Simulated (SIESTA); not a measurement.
Runs of SIESTA 5.4.2 on Mg. The cell holds a slab with vacuum, 7 atoms: a = 3.209 Å, b = 3.209 Å, c = 30.631 Å, α = 90.00°, β = 90.00°, γ = 120.00°. The slab is cut from a database's or a generator's crystal, which needn't be the stable form of the element.

```csv
potentials or basis,gap on the mesh (eV),largest force (eV/Å)
"PseudoDojo 0.4 standard (PBE files), SZP (energy shift 0.003 Ry)",none,0.26
"PseudoDojo 0.4 standard (PBE files), TZP (energy shift 0.003 Ry; two zetas on semicore shells)",none,0.06
"PseudoDojo 0.4 standard (PBE files), DZP (energy shift 0.003 Ry; two zetas on semicore shells)",none,(a)
"PseudoDojo 0.4 standard (PBE files), TZDP (energy shift 0.003 Ry; two zetas on semicore shells)",none,0.06
"PseudoDojo 0.4 standard (PBE files), DZDP (energy shift 0.003 Ry; two zetas on semicore shells)",none,0.12
```

Alike in all rows: task single point; level PBE; no spin polarisation; cell as given; k mesh 7 × 7 × 1; smearing fermi-dirac 0.05 eV; grid cutoff 800 Ry; energy shift 0.003 Ry.

**Question.** Estimate the missing entries.

**Answer.** (a) 0.11.

Caveats: the basis of atomic orbitals isn't converged, which shifts pressures, moduli and gaps.

A gap of «none» marks a metal or a gap under the smearing width.
